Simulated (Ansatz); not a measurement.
# C₃H₁₂InN: small, medium and large basis sets

Aim: see how fast density functionals converge with the basis set for C₃H₁₂InN.

Program: Ansatz 0.2.0, Gaussian basis. Level of theory: one geometry, several basis sets. These are calculated values, not measurements.

Plan: PBE0-D4/def2-SVP; ωB97M-V/def2-SVP; PBE0-D4/def2-QZVPP; ωB97M-V/def2-QZVPP; the functionals' def2-TZVPP values are taken from earlier runs.

1 further run of the same task is left out (for a known fault of the program).

**1. The relaxed structure**

An earlier PBE0-D4 in a triple-zeta def2 set relaxation fixed the geometry. In takes the def2 core potential; no spin-orbit term is included.

17 atoms, charge 0, spin multiplicity 1.

Atoms are counted from 1 here; the program's logs count them from 0.

Bond lengths: C1–N2 1.464 Å, C1–H6 1.090 Å, C1–H7 1.090 Å, C1–H8 1.094 Å, N2–In3 2.403 Å, N2–H9 1.014 Å, N2–H10 1.014 Å, In3–C4 2.176 Å, In3–C5 2.176 Å, In3–H11 1.747 Å, C4–H12 1.093 Å, C4–H13 1.093 Å, C4–H14 1.093 Å, C5–H15 1.093 Å, C5–H16 1.093 Å, C5–H17 1.093 Å. Angles: N2–C1–H6 109.0°, N2–C1–H7 109.0°, N2–C1–H8 113.2°, H6–C1–H7 107.8°, H6–C1–H8 108.9°, H7–C1–H8 108.9°, C1–N2–In3 113.5°, C1–N2–H9 110.8°, C1–N2–H10 110.8°, In3–N2–H9 107.4°, In3–N2–H10 107.4°, H9–N2–H10 106.7°, N2–In3–C4 96.6°, N2–In3–C5 96.6°, N2–In3–H11 95.6°, C4–In3–C5 118.7°, C4–In3–H11 118.9°, C5–In3–H11 118.9° and more.

**2. PBE0-D4 in def2-SVP**

Contents of in.yaml:

```yaml
crystal:
  periodic: [false, false, false]
  atoms:
    - {symbol: C, position_ang: [0.150464, 1.465725, -1.383659]}
    - {symbol: N, position_ang: [1.033216, 1.161353, -0.256568]}
    - {symbol: In, position_ang: [0.311233, -0.727455, 1.041526]}
    - {symbol: C, position_ang: [0.381783, -2.181500, -0.575229]}
    - {symbol: C, position_ang: [-1.617786, 0.093596, 1.622760]}
    - {symbol: H, position_ang: [-0.852375, 1.664183, -1.004914]}
    - {symbol: H, position_ang: [0.094421, 0.593709, -2.035541]}
    - {symbol: H, position_ang: [0.483690, 2.326224, -1.971232]}
    - {symbol: H, position_ang: [1.100248, 1.953228, 0.372522]}
    - {symbol: H, position_ang: [1.974122, 0.965593, -0.578571]}
    - {symbol: H, position_ang: [1.633730, -0.666596, 2.181547]}
    - {symbol: H, position_ang: [0.273592, -3.194058, -0.179212]}
    - {symbol: H, position_ang: [1.336890, -2.140128, -1.105390]}
    - {symbol: H, position_ang: [-0.423817, -2.020494, -1.295483]}
    - {symbol: H, position_ang: [-2.309842, 0.129355, 0.778141]}
    - {symbol: H, position_ang: [-2.074857, -0.525361, 2.398445]}
    - {symbol: H, position_ang: [-1.513612, 1.102222, 2.031056]}
basis:
  gaussian: {orbitals: def2-SVP}
hamiltonian: {xc: pbe0, dispersion: d4}
output: {orbitals: {seedname: orbitals}}
```

On the command line:

```
$ ansatz run in.yaml --threads 8 --pin off --events-out ev --progress --plain --max-ram 20889MiB
```

The runs that follow: ωB97M-V in def2-SVP; PBE0-D4 in def2-QZVPP; ωB97M-V in def2-QZVPP.

Before running them: what should the planned runs give, taken together? Wanted: PBE0-D4: double and triple zeta above quadruple; ωB97M-V: double and triple zeta above quadruple.

As calculated:

| quantity | value |
| --- | --- |
| PBE0-D4: double and triple zeta above quadruple | 6.02, 0.34 eV |
| ωB97M-V: double and triple zeta above quadruple | 6.38, 0.34 eV |

What this shows: For PBE0-D4 the step from double to triple zeta gains 5.68 eV and the next only 0.34 eV. These are total energies; as a rule much of such shifts cancels in differences, which this series doesn't test. The LUMO of ωB97M-V is positive and keeps falling with the basis (2.06 to 0.78 eV): an unbound level that the basis holds in place.
